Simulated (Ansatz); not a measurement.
# BH3Se: rigid scan of one bond length in Python

The task is a rigid scan of one bond length, for BH3Se. SMILES: B[SeH].

Program: Ansatz 0.2.0, driven from Python. Level of theory: PBE+D4/def2-SVP. These are calculated values, not measurements.

### Step 1. The system

Bond lengths: B1–Se2 2.017 Å, B1–H3 1.245 Å, B1–H4 1.158 Å, Se2–H5 1.546 Å. Angles: B1–Se2–H5 91.7°, Se2–B1–H3 117.3°, Se2–B1–H4 118.7°, H3–B1–H4 123.6°.

No structure file is read: the coordinates are typed or built in the script.

### Step 2. The script

scan_bh3se.py reads:

```python
import ansatz as az
import numpy as np

params = {
    "basis": "def2-SVP",
    "functional": "PBE",
    "vdw": "d4",
}

bh3se = (
    az.Crystal.molecule()
    .atom("B", (-0.1499, -0.6459, 0.1856))
    .atom("Se", (0.89, 1.0618, 0.4545))
    .atom("H", (-1.3154, -0.6794, 0.6213))
    .atom("H", (0.3163, -1.4852, -0.4622))
    .atom("H", (0.3089, 1.6752, -0.8407))
)

symbols = [site.symbol for site in bh3se.cartesian_sites]
start = np.array([site.position_ang for site in bh3se.cartesian_sites])
axis = (start[2] - start[0]) / np.linalg.norm(start[2] - start[0])
moving = [2]
lengths, energies = [1.095, 1.145, 1.195, 1.245, 1.295, 1.344, 1.394, 1.469], []
for length in lengths:
    xyz = start.copy()
    xyz[moving] += (length - np.linalg.norm(start[2] - start[0])) * axis
    point = az.Crystal.molecule()
    for symbol, place in zip(symbols, xyz):
        point = point.atom(symbol, place.tolist())
    model = (
        point.calculation()
        .basis(gaussian=params["basis"])
        .functional(params["functional"], dispersion=params["vdw"])
    )
    rep = model.run(threads=1).report
    energies.append(rep["free_energy_ev"])
    print(f"r = {length:6.3f} A  E = {energies[-1]:.5f} eV  <S^2> = {abs(rep['mean_field']['state']['spin_squared']):.3f}")

fit = np.polynomial.Polynomial.fit(lengths, np.array(energies) - min(energies), 4).convert()
roots = [r.real for r in fit.deriv().roots() if abs(r.imag) < 1e-9 and fit.deriv(2)(r.real) > 0]
r_e = min(roots, key=lambda r: abs(r - lengths[int(np.argmin(energies))]))
print(f"minimum of the fit at {r_e:.4f} A, force constant {fit.deriv(2)(r_e):.2f} eV/A^2")
```

### Step 3. The calls as engine input

The package turns the script's settings into the engine's input (first run):

```yaml
crystal:
  periodic: [false, false, false]
  atoms:
    - { symbol: B, position_ang: [-0.1499, -0.6459, 0.1856] }
    - { symbol: Se, position_ang: [0.89, 1.0618, 0.4545] }
    - { symbol: H, position_ang: [-1.1752025810677944, -0.6753703015579332, 0.5688898623519846] }
    - { symbol: H, position_ang: [0.3163, -1.4852, -0.4622] }
    - { symbol: H, position_ang: [0.3089, 1.6752, -0.8407] }
basis:
  gaussian:
    orbitals: def2-SVP
hamiltonian:
  xc: pbe
  dispersion: d4
```

### Step 4. Launch

Launch:

```
> python scan_bh3se.py
```

Q: Predict the main results. Wanted: range of energy; lowest point, distance.

The runs gave:

| quantity | value |
| --- | --- |
| bond length at the fit's minimum | 1.2137 Å |
| runs compared | 8 |
| range of energy | 0.481 eV |
| lowest point, distance (Å) | 1.20 |

**Reading.** The lowest point, at 1.20, lies inside the range. The ends stand 0.191 and 0.481 eV above it. The distance scanned is the script's pair 0, 2. Total energies depend on the basis set; only differences at equal settings carry meaning. The rest of the molecule is held rigid at a force-field or estimated start geometry, and the basis set is modest; single-reference methods fail as a bond breaks.
